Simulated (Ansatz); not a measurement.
**ZnFCl: the cell at several levels of theory**

How does the equilibrium cell of ZnFCl as a Janus 1T monolayer depend on the functional? It is relaxed with PBE, r2SCAN, PBEsol, LDA and HSE06. This is a trial cell built on a prototype, not taken from a measured structure, and it needn't be the compound's ground state.

Program: Ansatz 0.2.0. PAW datasets, plane waves, zero pressure. All values are calculated for a non-magnetic cell, which may be hypothetical.

## (1) The structure to begin with

The sheet's in-plane cell has a = 2.799 Å, b = 2.799 Å (γ = 120.0°), and its outermost atoms lie 2.27 Å apart along the normal. Around Zn lie 3 F at 1.98 Å and 3 Cl at 1.98 Å; around F lie 3 Zn at 1.98 Å; around Cl lie 3 Zn at 1.98 Å.

As a file:

```xyz
3
Lattice="2.7990 0.0000 0.0000 -1.3995 2.4240 0.0000 0.0000 0.0000 18.0000" Properties=species:S:1:pos:R:3 pbc="T T F"
Zn    0.0000    0.0000    9.0000
F     0.0000    1.6160   10.1374
Cl    1.3995    0.8080    7.8626
```
Two periodic directions, a and b.

## (2) Relaxing with PBE

input.yaml reads:

```yaml
crystal:
  lattice:
    - [2.79903868, 0.0, 0.0]
    - [-1.39951934, 2.4240386031, 0.0]
    - [0.0, 0.0, 18.0]
  atoms:
    - { symbol: Zn, position: [0.0, 0.0, 0.5] }
    - { symbol: F, position: [0.3333333333, 0.6666666667, 0.5631864366] }
    - { symbol: Cl, position: [0.6666666667, 0.3333333333, 0.4368135634] }
  periodic: [true, true, false]
kpoints:
  mp_grid: { grid: [12, 12, 1] }
hamiltonian:
  xc: pbe
scf:
  occupations: { method: fermi_dirac, width: 0.02 }
relax:
  f_tol: 0.005
  cell: {}
```

Started as:

```
ansatz run input.yaml --threads 4 --pin off --max-ram 5529MiB --backend cpu --events-out ev --progress --plain --runs-dir out
```

The runs that follow: Relaxation with r2SCAN; PBEsol: cell and atoms; LDA: cell and atoms; HSE06: cell and atoms.

Before running it: what results should come out? Wanted: for each run, a; area; SCF geometries.

The runs gave:

```
 level  a (Å)  area (Å²/atom)  SCF geometries
   PBE  3.402           3.342              16
r2SCAN  3.353           3.245               5
PBEsol  3.337           3.215               8
   LDA  3.287           3.119               8
 HSE06  3.373           3.284               6
```

In words: The first relaxation changed the area by +47.8 % from the start. LDA gives the smallest cell and PBE the largest; they differ by 7.1 % in area, a mean of 3.5 % in length. The meshes differ: PBE 12×12×1, r2SCAN 12×12×1, PBEsol 12×12×1, LDA 12×12×1, HSE06 6×6×1.
